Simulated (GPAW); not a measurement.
# Al4Co3: single point with WC

Al4Co3, a slab with vacuum:

```xyz
7
Lattice="2.8194 0.0000 0.0000 0.0000 2.8194 0.0000 0.0000 0.0000 23.4582" Properties=species:S:1:pos:R:3 pbc="T T T"
Al    0.0000    0.0000    7.5000
Co    1.4097    1.4097    8.9097
Al    0.0000    0.0000   10.3194
Co    1.4097    1.4097   11.7291
Al    0.0000    0.0000   13.1388
Co    1.4097    1.4097   14.5485
Al    0.0000    0.0000   15.9582
```

The cell isn't the ideal one: the (1 0 0) slab of AlCo, cut from the database cell, not relaxed.

```json
{
 "Program": "GPAW 26.7.0",
 "Task": "single point",
 "Functional": "WC",
 "Potentials or basis": "PAW data sets generated in the run's folder for this functional",
 "Cutoff": "450 eV",
 "Basis": "pw",
 "k mesh": "9 × 9 × 1",
 "Occupations": "fermi-dirac, width 0.05 eV",
 "Spin": "collinear spin, ferromagnetic start",
 "Starting moments": "[0.0, 2.0, 0.0, 2.0, 0.0, 2.0, 0.0] μB"
}
```

- Largest force: 0.698 eV/Å
- Band gap on the k mesh: none (metal or under the smearing width)
- Net moment: 1.07 μB per cell
- Site moments: Al +0.02, -0.01; Co +0.42, +0.10 μB
- Dipole across the slab: 0.00 e·Å
- Work function of the upper face: 3.97 eV
- Work function of the lower face: 3.97 eV

Forces on the atoms (eV/Å):
```
Al   0.000  0.000  0.279
Co   0.000  0.000 -0.698
Al   0.000  0.000  0.123
Co   0.000  0.000  0.000
Al   0.000  0.000 -0.123
Co   0.000  0.000  0.698
Al   0.000  0.000 -0.279
```

Levels at points of the mesh, in eV from the Fermi level:
Spin up:
```csv
k point,band 17,band 18,band 19,band 20,band 21,band 22,band 23,band 24
"(0.00, 0.00, 0.00)",-0.92,-0.91,-0.68,-0.67,-0.67,1.03,2.90,3.54
```
Spin down:
```csv
k point,band 16,band 17,band 18,band 19,band 20,band 21,band 22,band 23
"(0.00, 0.00, 0.00)",-0.84,-0.69,-0.66,-0.59,-0.23,-0.20,1.26,3.11
```

Wall time 2.8 min on 1 thread of Arm Neoverse V1, on a shared host, peak memory 0.28 GiB.
